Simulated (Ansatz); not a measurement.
# C2H10N2Si: rotation by 120° about the N1–C2 bond, part 2 of 2

Wanted: the energy profile along the rotation by 120° about the N1–C2 bond, from relaxed end points and a band of images. SMILES of the start: NCC(N)[SiH3].

Ansatz 0.2.0; RKS PBE-D4/def2-SVP. The steps go on from the part before.

### 4 Nudged elastic band

crystal.atoms is end A as relaxed above, and neb.final_atoms is end B, turned to lie on A. With 5 inner images the band has 7 in all.

input.yaml reads:

```yaml
crystal:
  periodic: [false, false, false]
  atoms:
    - { symbol: "N", position_ang: [-1.222619, 0.17846, 1.573458] }
    - { symbol: C, position_ang: [0.150592, -0.228331, 1.315183] }
    - { symbol: C, position_ang: [0.542412, -0.406111, -0.173541] }
    - { symbol: "N", position_ang: [-0.360373, -1.395686, -0.77552] }
    - { symbol: Si, position_ang: [0.418396, 1.231024, -1.157363] }
    - { symbol: H, position_ang: [-1.353621, 1.166118, 1.319895] }
    - { symbol: H, position_ang: [-1.829056, -0.353215, 0.931233] }
    - { symbol: H, position_ang: [0.32634, -1.210045, 1.819307] }
    - { symbol: H, position_ang: [0.849369, 0.484182, 1.803867] }
    - { symbol: H, position_ang: [1.629101, -0.694171, -0.200976] }
    - { symbol: H, position_ang: [-0.215166, -2.316515, -0.335924] }
    - { symbol: H, position_ang: [-0.158702, -1.526089, -1.774335] }
    - { symbol: H, position_ang: [1.383843, 2.237005, -0.585977] }
    - { symbol: H, position_ang: [0.785897, 0.966705, -2.595571] }
    - { symbol: H, position_ang: [-0.967913, 1.81597, -1.134436] }
basis:
  gaussian: { orbitals: def2-SVP }
hamiltonian:
  xc: pbe
  dispersion: d4
neb:
  order_check: false
  images: 5
  f_tol: 0.03
  max_iterations: 60
  initial_path: idpp
  final_atoms:
    - { symbol: "N", position_ang: [-1.08248827, 0.51799011, 1.28999608] }
    - { symbol: C, position_ang: [0.17413679, -0.21810877, 1.24685465] }
    - { symbol: C, position_ang: [0.54534213, -0.44405189, -0.22325301] }
    - { symbol: "N", position_ang: [-0.40708194, -1.39834687, -0.81309938] }
    - { symbol: Si, position_ang: [0.42076747, 1.24181579, -1.14410153] }
    - { symbol: H, position_ang: [-1.78668142, -0.03381796, 0.77917995] }
    - { symbol: H, position_ang: [-1.4231454, 0.64075166, 2.25033714] }
    - { symbol: H, position_ang: [0.16162152, -1.21121745, 1.774647] }
    - { symbol: H, position_ang: [0.97102375, 0.38284803, 1.73639338] }
    - { symbol: H, position_ang: [1.61587317, -0.77395928, -0.27485821] }
    - { symbol: H, position_ang: [-0.21093299, -2.34726668, -0.46303883] }
    - { symbol: H, position_ang: [-0.29472992, -1.45236274, -1.83332972] }
    - { symbol: H, position_ang: [1.0683045, 2.32732572, -0.33087008] }
    - { symbol: H, position_ang: [1.20565521, 1.10294532, -2.43121342] }
    - { symbol: H, position_ang: [-0.97916461, 1.61475602, -1.53434403] }
```

The run is started by

```
> ansatz run input.yaml --threads 2 --pin off --max-ram 3072MiB --backend cpu --events-out ev --progress --plain --runs-dir out
```

Output, cut to the lines that bear on the results:

```text
Warning: RAYON_NUM_THREADS=2 ignored (pool sized by the plan → 2); use --threads N
[...]
Functional definition: PBE
[...]
1436 factors; their error is unknown
[...]
mean field -13076.86814113 eV, -480.5660403668 hartree, gradient 2.6e-5 eV, S^2 0.000000; 0 other end points of the search recorded, 0 dependent functions left out
[...]
reference -13076.86817996 eV, -480.5660417941 hartree; 25, 25 occupied and 99, 99 virtual orbitals, 1436 factors
1436 factors; their error is unknown
[...]
mean field -13076.90302134 eV, -480.5673221910 hartree, gradient 1.6e-5 eV, S^2 0.000000; 0 other end points of the search recorded, 0 dependent functions left out
[...]
reference -13076.90306107 eV, -480.5673236512 hartree; 25, 25 occupied and 99, 99 virtual orbitals, 1436 factors
NEB end point (image 0): max|allowed force component| = 7.158e-3 eV/Å (the criterion of neb.relax_end_points is 1.000e-2)
[...]
Atom 5 at    -1.667330     0.446214     0.647424 Å, force     0.003386     0.002779     0.002019 eV/Å
Atom 6 at    -1.788937    -0.608101     1.865382 Å, force     0.003002     0.003034     0.003945 eV/Å
Atom 7 at     0.318144    -1.249231     1.755665 Å, force     0.001989    -0.000816    -0.001111 eV/Å
Atom 8 at     0.882328     0.427873     1.766428 Å, force     0.003386    -0.000350    -0.000075 eV/Å
Atom 9 at     1.578546    -0.732414    -0.249679 Å, force     0.001048    -0.001996     0.000775 eV/Å
Atom 10 at    -0.449866    -2.158779    -0.515907 Å, force    -0.000616     0.000354    -0.000058 eV/Å
Atom 11 at    -0.192424    -1.319394    -1.904697 Å, force     0.000709     0.000966     0.000004 eV/Å
Atom 12 at     1.638954     2.205661    -0.454186 Å, force     0.002013    -0.003653    -0.001098 eV/Å
Atom 13 at     0.875220     1.152165    -2.531267 Å, force    -0.001459    -0.000085     0.001336 eV/Å
Atom 14 at    -0.758723     2.069434    -0.971048 Å, force    -0.000099    -0.000399    -0.002401 eV/Å
Dipole moment:     0.125717    -0.502137    -0.178817 e Å
this run last wrote the band of iteration 9 to <dir>
```

It took 88 s on 2 threads of Intel Xeon Platinum 8488C (Sapphire Rapids), shared host; peak memory 0.19 GiB.

### 5 The band, image by image

The 5 inner images lie between the fixed ends 0 and 6. Energy is taken from image 0, and the path length is the program's own coordinate along the band.

| image | path (Å) | energy (eV) | dihedral H7–N1–C2–C3 (°) | band force (eV/Å) |
| --- | --- | --- | --- | --- |
| 0 | 0.000 | 0.0000 | 41 | - |
| 1 | 0.574 | 0.0234 | 54 | 0.010 |
| 2 | 1.147 | 0.1090 | 78 | 0.011 |
| 3* | 1.721 | 0.1750 | 107 | 0.009 |
| 4 | 2.395 | 0.0713 | 140 | 0.009 |
| 5 | 3.069 | -0.0198 | 166 | 0.004 |
| 6 | 3.743 | -0.0389 | 176 | - |

The star marks the climbing image.

image, energy (eV) and a bar:
```
        0      0.000 #####
        1      0.023 #########
        2      0.109 #####################
        3      0.175 ##############################
        4      0.071 ###############
        5     -0.020 ###
        6     -0.039
```

How the highest energy settled:

```
iteration  highest image above image 0 (eV)  largest band force (eV/Å)
        1                            0.3516                      1.422
        2                            0.2178                      0.751
        3                            0.1901                      0.177
        4                            0.1839                      0.072
        5                            0.1787                      0.158
        6                            0.1767                      0.120
        7                            0.1755                      0.058
        8                            0.1751                      0.039
        9                            0.1750                      0.011
```

Positions of all images (Å):

```xyz
15
image=0 dE=0.0000
N    -1.223    0.178    1.573
C     0.151   -0.228    1.315
C     0.542   -0.406   -0.174
N    -0.360   -1.396   -0.776
Si    0.418    1.231   -1.157
H    -1.354    1.166    1.320
H    -1.829   -0.353    0.931
H     0.326   -1.210    1.819
H     0.849    0.484    1.804
H     1.629   -0.694   -0.201
H    -0.215   -2.317   -0.336
H    -0.159   -1.526   -1.774
H     1.384    2.237   -0.586
H     0.786    0.967   -2.596
H    -0.968    1.816   -1.134
15
image=1 dE=0.0234
N    -1.241    0.108    1.602
C     0.147   -0.212    1.308
C     0.523   -0.390   -0.188
N    -0.407   -1.339   -0.812
Si    0.487    1.273   -1.134
H    -1.501    0.988    1.134
H    -1.830   -0.602    1.147
H     0.393   -1.164    1.835
H     0.813    0.555    1.762
H     1.600   -0.711   -0.217
H    -0.291   -2.273   -0.392
H    -0.199   -1.456   -1.811
H     1.567    2.173   -0.593
H     0.755    1.020   -2.596
H    -0.838    1.979   -1.017
15
image=2 dE=0.1090
N    -1.231    0.135    1.602
C     0.149   -0.221    1.294
C     0.515   -0.379   -0.205
N    -0.442   -1.268   -0.871
Si    0.535    1.312   -1.106
H    -1.597    0.762    0.872
H    -1.819   -0.703    1.523
H     0.373   -1.180    1.814
H     0.848    0.522    1.744
H     1.583   -0.730   -0.236
H    -0.400   -2.209   -0.453
H    -0.192   -1.393   -1.860
H     1.616    2.185   -0.523
H     0.826    1.089   -2.568
H    -0.786    2.028   -0.997
15
image=3 dE=0.1750
N    -1.228    0.188    1.542
C     0.144   -0.255    1.280
C     0.518   -0.362   -0.214
N    -0.452   -1.209   -0.917
Si    0.561    1.355   -1.070
H    -1.667    0.446    0.647
H    -1.789   -0.608    1.865
H     0.318   -1.249    1.756
H     0.882    0.428    1.766
H     1.579   -0.732   -0.250
H    -0.450   -2.159   -0.516
H    -0.192   -1.319   -1.905
H     1.639    2.206   -0.454
H     0.875    1.152   -2.531
H    -0.759    2.069   -0.971
15
image=4 dE=0.0713
N    -1.210    0.244    1.430
C     0.131   -0.314    1.259
C     0.524   -0.352   -0.226
N    -0.450   -1.173   -0.957
Si    0.565    1.395   -1.024
H    -1.726    0.046    0.560
H    -1.719   -0.277    2.153
H     0.237   -1.357    1.660
H     0.886    0.292    1.812
H     1.579   -0.731   -0.275
H    -0.433   -2.141   -0.603
H    -0.215   -1.229   -1.955
H     1.639    2.220   -0.369
H     0.923    1.215   -2.480
H    -0.751    2.112   -0.954
15
image=5 dE=-0.0198
N    -1.153    0.294    1.375
C     0.125   -0.388    1.221
C     0.519   -0.384   -0.261
N    -0.459   -1.186   -1.011
Si    0.545    1.402   -0.968
H    -1.796   -0.112    0.679
H    -1.563    0.114    2.299
H     0.138   -1.455    1.578
H     0.909    0.138    1.811
H     1.574   -0.761   -0.334
H    -0.371   -2.179   -0.751
H    -0.278   -1.143   -2.021
H     1.501    2.240   -0.163
H     1.082    1.303   -2.378
H    -0.796    2.067   -1.047
15
image=6 dE=-0.0389
N    -0.972    0.516    1.376
C     0.233   -0.289    1.223
C     0.504   -0.463   -0.276
N    -0.538   -1.331   -0.850
Si    0.428    1.270   -1.110
H    -1.737    0.031    0.884
H    -1.248    0.610    2.360
H     0.191   -1.305    1.704
H     1.092    0.240    1.690
H     1.547   -0.852   -0.408
H    -0.380   -2.305   -0.556
H    -0.488   -1.341   -1.876
H     1.187    2.275   -0.289
H     1.127    1.150   -2.447
H    -0.967    1.742   -1.396
```

### 6 Frequencies at the highest image

The geometry is the highest inner image of the first converged band.

input.yaml reads:

```yaml
crystal:
  periodic: [false, false, false]
  atoms:
    - { symbol: "N", position_ang: [-1.228416, 0.18763, 1.541801] }
    - { symbol: C, position_ang: [0.143938, -0.254705, 1.280404] }
    - { symbol: C, position_ang: [0.5181, -0.362489, -0.213991] }
    - { symbol: "N", position_ang: [-0.452202, -1.209158, -0.916679] }
    - { symbol: Si, position_ang: [0.561169, 1.354594, -1.070351] }
    - { symbol: H, position_ang: [-1.66733, 0.446214, 0.647424] }
    - { symbol: H, position_ang: [-1.788937, -0.608101, 1.865382] }
    - { symbol: H, position_ang: [0.318144, -1.249231, 1.755665] }
    - { symbol: H, position_ang: [0.882328, 0.427873, 1.766428] }
    - { symbol: H, position_ang: [1.578546, -0.732414, -0.249679] }
    - { symbol: H, position_ang: [-0.449866, -2.158779, -0.515907] }
    - { symbol: H, position_ang: [-0.192424, -1.319394, -1.904697] }
    - { symbol: H, position_ang: [1.638954, 2.205661, -0.454186] }
    - { symbol: H, position_ang: [0.87522, 1.152165, -2.531267] }
    - { symbol: H, position_ang: [-0.758723, 2.069434, -0.971048] }
basis:
  gaussian: { orbitals: def2-SVP }
hamiltonian:
  xc: pbe
  dispersion: d4
phonons: {}
```

The run is started by

```
> ansatz run input.yaml --threads 2 --pin off --max-ram 3072MiB --backend cpu --events-out ev --progress --plain --runs-dir out
```

Output, cut to the lines that bear on the results:

```text
Warning: RAYON_NUM_THREADS=2 ignored (pool sized by the plan → 2); use --threads N
[...]
[... 1 set-up line as earlier in the session ...]
[...]
1436 factors; their error is unknown
[...]
mean field -13076.69432962 eV, -480.5596529117 hartree, gradient 1.5e-5 eV, S^2 0.000000; 0 other end points of the search recorded, 0 dependent functions left out
[...]
reference -13076.69436893 eV, -480.5596543564 hartree; 25, 25 occupied and 99, 99 virtual orbitals, 1436 factors
[...]
1436 factors; their error is unknown
mean field -13076.69411374 eV, -480.5596449782 hartree, gradient 1.4e-6 eV, S^2 0.000000; 0 other end points of the search recorded, 0 dependent functions left out
[...]
reference -13076.69415305 eV, -480.5596464229 hartree; 25, 25 occupied and 99, 99 virtual orbitals, 1436 factors
[...]
1436 factors; their error is unknown
[...]
mean field -13076.69422718 eV, -480.5596491472 hartree, gradient 1.4e-6 eV, S^2 0.000000; 0 other end points of the search recorded, 0 dependent functions left out
[...]
WARN: phonons: modes at or below zero, which the zero-point energy, F, S and C_V leave out: 1, the lowest at -342.36 cm⁻¹. A minimum has none, and a first-order saddle one
[...]
Atom 4 at     0.561169     1.354594    -1.070351 Å, force    -0.004560     0.003114     0.002049 eV/Å
Atom 5 at    -1.667330     0.446214     0.647424 Å, force     0.003386     0.002702     0.002052 eV/Å
Atom 6 at    -1.788937    -0.608101     1.865382 Å, force     0.002876     0.003078     0.004008 eV/Å
Atom 7 at     0.318144    -1.249231     1.755665 Å, force     0.002196    -0.000794    -0.000976 eV/Å
Atom 8 at     0.882328     0.427873     1.766428 Å, force     0.003504    -0.000503    -0.000022 eV/Å
Atom 9 at     1.578546    -0.732414    -0.249679 Å, force     0.001026    -0.002081     0.000772 eV/Å
Atom 10 at    -0.449866    -2.158779    -0.515907 Å, force    -0.000402     0.000561     0.000075 eV/Å
Atom 11 at    -0.192424    -1.319394    -1.904697 Å, force     0.000746     0.001035     0.000048 eV/Å
Atom 12 at     1.638954     2.205661    -0.454186 Å, force     0.002010    -0.003595    -0.001116 eV/Å
Atom 13 at     0.875220     1.152165    -2.531267 Å, force    -0.001475    -0.000049     0.001331 eV/Å
Atom 14 at    -0.758723     2.069434    -0.971048 Å, force    -0.000054    -0.000402    -0.002394 eV/Å
Dipole moment:     0.125718    -0.502138    -0.178820 e Å
[...]
```

Run time: 1.7 min. Hardware: 2 threads of Intel Xeon Platinum 8488C (Sapphire Rapids), shared host; peak memory 0.19 GiB.

Of 39 modes, 1 is imaginary by more than 30 cm⁻¹ (342i cm⁻¹).

### 7 Another band, settings changed

crystal.atoms is end A as relaxed above, and neb.final_atoms is end B, turned to lie on A. With 1 inner images the band has 3 in all.

input.yaml reads:

```yaml
crystal:
  periodic: [false, false, false]
  atoms:
    - { symbol: "N", position_ang: [-1.222619, 0.17846, 1.573458] }
    - { symbol: C, position_ang: [0.150592, -0.228331, 1.315183] }
    - { symbol: C, position_ang: [0.542412, -0.406111, -0.173541] }
    - { symbol: "N", position_ang: [-0.360373, -1.395686, -0.77552] }
    - { symbol: Si, position_ang: [0.418396, 1.231024, -1.157363] }
    - { symbol: H, position_ang: [-1.353621, 1.166118, 1.319895] }
    - { symbol: H, position_ang: [-1.829056, -0.353215, 0.931233] }
    - { symbol: H, position_ang: [0.32634, -1.210045, 1.819307] }
    - { symbol: H, position_ang: [0.849369, 0.484182, 1.803867] }
    - { symbol: H, position_ang: [1.629101, -0.694171, -0.200976] }
    - { symbol: H, position_ang: [-0.215166, -2.316515, -0.335924] }
    - { symbol: H, position_ang: [-0.158702, -1.526089, -1.774335] }
    - { symbol: H, position_ang: [1.383843, 2.237005, -0.585977] }
    - { symbol: H, position_ang: [0.785897, 0.966705, -2.595571] }
    - { symbol: H, position_ang: [-0.967913, 1.81597, -1.134436] }
basis:
  gaussian: { orbitals: def2-SVP }
hamiltonian:
  xc: pbe
  dispersion: d4
neb:
  order_check: false
  images: 1
  f_tol: 0.03
  max_iterations: 60
  initial_path: idpp
  climbing: true
  final_atoms:
    - { symbol: "N", position_ang: [-1.08248827, 0.51799011, 1.28999608] }
    - { symbol: C, position_ang: [0.17413679, -0.21810877, 1.24685465] }
    - { symbol: C, position_ang: [0.54534213, -0.44405189, -0.22325301] }
    - { symbol: "N", position_ang: [-0.40708194, -1.39834687, -0.81309938] }
    - { symbol: Si, position_ang: [0.42076747, 1.24181579, -1.14410153] }
    - { symbol: H, position_ang: [-1.78668142, -0.03381796, 0.77917995] }
    - { symbol: H, position_ang: [-1.4231454, 0.64075166, 2.25033714] }
    - { symbol: H, position_ang: [0.16162152, -1.21121745, 1.774647] }
    - { symbol: H, position_ang: [0.97102375, 0.38284803, 1.73639338] }
    - { symbol: H, position_ang: [1.61587317, -0.77395928, -0.27485821] }
    - { symbol: H, position_ang: [-0.21093299, -2.34726668, -0.46303883] }
    - { symbol: H, position_ang: [-0.29472992, -1.45236274, -1.83332972] }
    - { symbol: H, position_ang: [1.0683045, 2.32732572, -0.33087008] }
    - { symbol: H, position_ang: [1.20565521, 1.10294532, -2.43121342] }
    - { symbol: H, position_ang: [-0.97916461, 1.61475602, -1.53434403] }
```

The run is started by

```
> ansatz run input.yaml --threads 2 --pin off --max-ram 3072MiB --backend cpu --events-out ev --progress --plain --runs-dir out
```

Output, cut to the lines that bear on the results:

```text
Warning: RAYON_NUM_THREADS=2 ignored (pool sized by the plan → 2); use --threads N
[...]
[... 1 set-up line as earlier in the session ...]
[...]
1436 factors; their error is unknown
[...]
mean field -13076.86814113 eV, -480.5660403668 hartree, gradient 2.6e-5 eV, S^2 0.000000; 0 other end points of the search recorded, 0 dependent functions left out
[...]
reference -13076.86817996 eV, -480.5660417941 hartree; 25, 25 occupied and 99, 99 virtual orbitals, 1436 factors
1436 factors; their error is unknown
[...]
mean field -13076.90302134 eV, -480.5673221910 hartree, gradient 1.6e-5 eV, S^2 0.000000; 0 other end points of the search recorded, 0 dependent functions left out
[...]
reference -13076.90306107 eV, -480.5673236512 hartree; 25, 25 occupied and 99, 99 virtual orbitals, 1436 factors
NEB end point (image 0): max|allowed force component| = 7.158e-3 eV/Å (the criterion of neb.relax_end_points is 1.000e-2)
[...]
Atom 5 at    -1.664670     0.447372     0.655662 Å, force     0.011553     0.010670     0.005509 eV/Å
Atom 6 at    -1.770898    -0.585852     1.890672 Å, force     0.015070     0.007270     0.008750 eV/Å
Atom 7 at     0.340279    -1.218248     1.774886 Å, force    -0.004280     0.001407    -0.003041 eV/Å
Atom 8 at     0.894601     0.461675     1.750825 Å, force     0.008459    -0.000135     0.003491 eV/Å
Atom 9 at     1.576405    -0.737542    -0.252399 Å, force     0.001170    -0.001078     0.006243 eV/Å
Atom 10 at    -0.458788    -2.164126    -0.472208 Å, force     0.001143     0.002012    -0.000226 eV/Å
Atom 11 at    -0.211245    -1.350640    -1.878412 Å, force    -0.000091     0.000142    -0.001957 eV/Å
Atom 12 at     1.650372     2.193360    -0.524391 Å, force     0.000853    -0.008806     0.012018 eV/Å
Atom 13 at     0.832409     1.113575    -2.562562 Å, force     0.006862    -0.017751    -0.000390 eV/Å
Atom 14 at    -0.758142     2.065202    -0.987625 Å, force    -0.007398    -0.003579     0.013827 eV/Å
Dipole moment:     0.125184    -0.509130    -0.169835 e Å
this run last wrote the band of iteration 8 to <dir>
```

Run time: 19 s. Hardware: 2 threads of Intel Xeon Platinum 8488C (Sapphire Rapids), shared host; peak memory 0.18 GiB.

### 8 Images and barrier

Images 0 and 2 are the ends. Energies count from image 0; the path length is the program's own measure over all atoms.

| image | path (Å) | energy (eV) | dihedral H7–N1–C2–C3 (°) | band force (eV/Å) |
| --- | --- | --- | --- | --- |
| 0 | 0.000 | 0.0000 | 41 | - |
| 1* | 1.535 | 0.1753 | 106 | 0.026 |
| 2 | 3.302 | -0.0389 | 176 | - |

The star marks the climbing image.

image, energy (eV) and a bar:
```
        0      0.000 #####
        1      0.175 ##############################
        2     -0.039
```

### 9 Results

The summary covers parts 1 to 2.

```
                                quantity                                                    value
                                   end A                                  8 moves, 0.521 eV lower
                                   end B                                 11 moves, 0.747 eV lower
            first band: barrier forwards                                                 0.175 eV
           first band: barrier backwards                                                 0.214 eV
first band: second end relative to first                                                -0.039 eV
               first band: highest image                                    3 of 0 to 6, climbing
             first band: band iterations                                                        9
              imaginary modes at the top                                                342i cm⁻¹
                             second band  top 0.175 eV above image 0, 8 iterations, 1 inner image
             time, first and second band                                            88 s and 19 s
```

In words: In the first band: the top lies 0.18 eV above the first end, or 7 kT at room temperature; with a typical attempt rate of 10^13 per second that is roughly 10^10 events a second. The second end lies 0.039 eV below the first, so the way back costs 0.21 eV. The listed dihedral goes from 41° at end A through 107° at the highest image to 176° at end B. One imaginary mode, as a first-order saddle point has. The second band's top agrees with the first's to 1 meV, so the changed settings hardly move the height. Zero-point energy and entropy are left out.
